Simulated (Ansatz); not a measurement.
Task: a relaxation driven by ASE of WC, space group Fm-3m, with Ansatz's Python interface. Give the script and its output. Level of theory (first run): LDA, PAW, cutoff 517 eV, 8×8×8 k-points, Fermi-Dirac smearing of 0.05 eV.

```cif
data_structure
_symmetry_space_group_name_H-M 'P 1'
_symmetry_Int_Tables_number 1
_cell_length_a 3.1009
_cell_length_b 3.1009
_cell_length_c 3.1009
_cell_angle_alpha 60.000
_cell_angle_beta 60.000
_cell_angle_gamma 60.000
_cell_volume 21.08
loop_
_atom_site_label
_atom_site_type_symbol
_atom_site_fract_x
_atom_site_fract_y
_atom_site_fract_z
_atom_site_occupancy
W1 W 0.00000 0.00000 0.00000 1
C1 C 0.50000 0.50000 0.50000 1
```

`wc_ase_relax.py`
```python
import warnings

import ansatz as az
from ase import Atoms
from ase.calculators.calculator import Calculator, all_changes
from ase.optimize import BFGS
import numpy as np

config = {
    'kgrid': (8, 8, 8),
    'smearing': 'fermi_dirac',
    'smearing_width': 0.05,
}


class DFT(Calculator):
    implemented_properties = ['energy', 'free_energy', 'forces']

    def calculate(self, atoms=None, properties=('energy',), system_changes=all_changes):
        super().calculate(atoms, properties, system_changes)
        bare = self.atoms.copy()
        bare.set_constraint()
        bare.set_momenta(None)
        job = (
            az.Crystal.from_ase(bare).calculation()
            .functional(az.Functional.LDA)
            .basis(19 * az.Ha)
            .kpoints(*config['kgrid'])
            .occupations(config['smearing'], width=config['smearing_width'])
            .forces()
        )
        report = job.run().report
        self.results['energy'] = self.results['free_energy'] = report['lagrangian_ev']
        self.results['forces'] = np.array(report['forces_ev_ang'])

warnings.simplefilter('ignore')
atoms = Atoms(
    ['W', 'C'],
    cell=[[0.0, 2.192684, 2.192684], [2.192684, 0.0, 2.192684], [2.192684, 2.192684, 0.0]],
    scaled_positions=[
        [0.0, 0.0, 0.0],
        [0.5, 0.5, 0.5],
    ],
    pbc=True,
)
atoms.rattle(0.07, seed=38)
atoms.calc = DFT()
before = atoms.get_potential_energy(), atoms.get_volume()
optimiser = BFGS(atoms, logfile=None)


def tell():
    fmax = np.linalg.norm(atoms.get_forces(), axis=1).max()
    print(f'step {optimiser.nsteps:2d}  E = {atoms.get_potential_energy():.5f} eV  fmax = {fmax:.4f}  V = {atoms.get_volume():.3f} A^3')


optimiser.attach(tell)
met = optimiser.run(fmax=0.02, steps=15)
print('threshold met:', bool(met), ' energy gained:', round(before[0] - atoms.get_potential_energy(), 5), 'eV')
print('cell lengths and angles:', np.round(atoms.cell.cellpar(), 3))
print(np.round(atoms.get_scaled_positions(), 4))
```

`python wc_ase_relax.py` gives:
```text
step  0  E = -10372.30700 eV  fmax = 0.9889  V = 21.084 A^3
step  1  E = -10372.33226 eV  fmax = 0.8084  V = 21.084 A^3
step  2  E = -10372.38584 eV  fmax = 0.0438  V = 21.084 A^3
step  3  E = -10372.38600 eV  fmax = 0.0088  V = 21.084 A^3
threshold met: True  energy gained: 0.07899 eV
cell lengths and angles: [ 3.101  3.101  3.101 60.    60.    60.   ]
[[0.0114 0.0167 0.0037]
 [0.5114 0.5165 0.5043]]
```

Total energies depend on the potentials; only differences at equal settings carry meaning. A total without «per atom» is that of the cell as typed. Spin is left out of this run. The calculator gives ASE the free energy under both names; ASE's own meaning of energy is the limit of zero smearing. For a metal this k-point mesh is coarse: on a finer one energies can move by several to tens of meV an atom and pressures by half a GPa or more, differences at one mesh by less. Spin-orbit coupling, which matters for elements this heavy, is left out. This cell is a computed structure, which may not be the phase found in nature. Run time: 29 s on 1 thread of Arm Neoverse V2 (shared host), peak memory 0.53 GiB.
